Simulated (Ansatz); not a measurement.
# BGeH5 (triplet): wave-function methods side by side at a displaced geometry (v2), cc-pVDZ

An exercise on one series of results from a longer session: the logs are not shown, and one member is left open.

Computed with Ansatz 0.2.0, Gaussian basis. Level: cc-pVDZ, core rule «outside noble gas», up to 15 orbitals frozen.

Plan: UHF; CCSD(T) on ROHF; CCSD(T) on UHF; BCCD(T) on ROHF; CISD as a restricted active space (open shells left free, so some higher excitations enter); CCSDT(Q) on ROHF; CCSDT(Q) on UHF.

21 further runs of the same task are left out: 7 that didn't finish, 14 set aside as unsound or not needed. Runs told in other sessions of the task aren't counted.

**What is computed**

The geometry is a PBE0/def2-TZVP stationary point (not a proven minimum) with its atoms shifted at random (size 0.100 Å). No spin-orbit coupling is included. The filled d shell of Ge may be among the frozen orbitals whatever the setting's name suggests.

7 atoms, charge 0, spin multiplicity 3.

Atoms are counted from 1 here; the program's logs count them from 0.

Bond lengths: Ge1–B2 2.189 Å, Ge1–H3 1.518 Å, Ge1–H4 1.474 Å, Ge1–H5 1.626 Å, B2–H6 1.228 Å, B2–H7 1.079 Å. Angles: B2–Ge1–H3 107.6°, B2–Ge1–H4 108.5°, B2–Ge1–H5 101.5°, H3–Ge1–H4 114.1°, H3–Ge1–H5 107.0°, H4–Ge1–H5 117.1°, Ge1–B2–H6 96.5°, Ge1–B2–H7 96.3°, H6–B2–H7 140.0°.

Set-up of the first run:

in.yaml reads:

```yaml
crystal:
  periodic: [false, false, false]
  atoms:
    - {symbol: Ge, position_ang: [0.014285, 0.003395, 0.305894]}
    - {symbol: B, position_ang: [-0.007642, 0.011769, -1.883265]}
    - {symbol: H, position_ang: [0.645149, -1.302747, 0.752950]}
    - {symbol: H, position_ang: [0.728258, 1.206168, 0.771164]}
    - {symbol: H, position_ang: [-1.572334, -0.095058, 0.646257]}
    - {symbol: H, position_ang: [-0.305260, -1.171791, -2.022989]}
    - {symbol: H, position_ang: [-0.443335, 0.992511, -1.992929]}
basis:
  gaussian: {orbitals: cc-pVDZ}
magnetization: {spin_polarized: true, initial_magnetization: 2}
hamiltonian: {xc: hf}
output: {orbitals: {seedname: orbitals}}
```

Launch:

```bash
ansatz run in.yaml --threads 1 --pin off --events-out ev --progress --plain --max-ram 2393MiB
```

Among the steps run: UHF; CCSD(T) on ROHF; CCSD(T) on UHF; BCCD(T) on ROHF; CISD as a restricted active space (open shells left free, so some higher excitations enter); CCSDT(Q) on ROHF; CCSDT(Q) on UHF.

One table of the session follows, with a row left open; its other results are not shown here.

It belongs to the step «Misses and costs». 

| method | from UCCSDT(Q) (kcal/mol) |
| --- | --- |
| ROHF | +142.90 |
| UHF | +140.64 |
| RMP2 | +31.53 |
| UMP2 | +31.42 |
| CISD | +14.70 |
| RCCSD | +3.84 |
| UCCSD | +3.76 |
| RCCSD(T) | +0.85 |
| UCCSD(T) | +0.80 |
| BCCD(T) | +0.84 |
| RCCSDT | ? |
| UCCSDT | +0.10 |
| RCCSDT(Q) | +0.05 |
| UCCSDT(Q) | 0 |

Q: Estimate the row for RCCSDT from the others.

The run gave: from UCCSDT(Q) (kcal/mol): +0.15. In the column «from UCCSDT(Q) (kcal/mol)» it lies between UCCSDT (+0.10) and UCCSD(T) (+0.80).

Caveats from the session: Restricted and unrestricted rows rest on different reference determinants; a gap between their highest levels can come from leftover correlation error, from unlike frozen cores or from another state.
